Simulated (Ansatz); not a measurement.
**MoO+ (doublet): wave-function methods side by side, def2-TZVPP**

An exercise on one series of results from a longer session: the logs are not shown, and one member is left open.

The runs use Ansatz 0.2.0, Gaussian basis; def2-TZVPP, core rule «outside noble gas», up to 5 orbitals frozen.

To be run: UHF; ROHF; CCSD(T) on UHF.

2 further runs of the same task are left out: 2 set aside as unsound or not needed.

## The geometry

The geometry is a PBE0/def2-TZVP stationary point (not a proven minimum) of the parent state, kept for this charge and spin. No spin-orbit coupling is included. Elements past krypton take def2 core potentials.

2 atoms, charge 1, spin multiplicity 2.

Atoms are counted from 1 here; the program's logs count them from 0.

Bond lengths: Mo1–O2 1.623 Å.

The first run:

The input, in.yaml:

```yaml
crystal:
  periodic: [false, false, false]
  atoms:
    - {symbol: Mo, position_ang: [0.000000, 0.000000, 0.000000]}
    - {symbol: O, position_ang: [0.000000, 0.000000, 1.623000]}
basis:
  gaussian: {orbitals: def2-TZVPP}
total_charge: 1
magnetization: {spin_polarized: true, initial_magnetization: 1}
hamiltonian: {xc: hf}
output: {orbitals: {seedname: orbitals}}
```

The run is started by

```sh
$ ansatz run in.yaml --threads 1 --pin off --events-out ev --progress --plain --max-ram 4096MiB --backend cpu
```

Among the steps run: UHF; ROHF; CCSD(T) on UHF.

One of the session's tables, all rows but one given; the rest of the session is left out.

| method | from UCCSD(T) (meV) |
| --- | --- |
| ROHF | +11611.0 |
| UHF | +11357.4 |
| UMP2 | +150.4 |
| UCCSD | ? |
| UCCSD(T) | 0 |

Q: Estimate the row for UCCSD from the others.

As computed: from UCCSD(T) (meV): +791.8. In the column «from UCCSD(T) (meV)» it lies between UMP2 (+150.4) and UHF (+11357.4).

To keep in mind: The determinant is far from a pure spin state, so its energy mixes those of several spin states (harmless only where they are near-degenerate, as at dissociation).
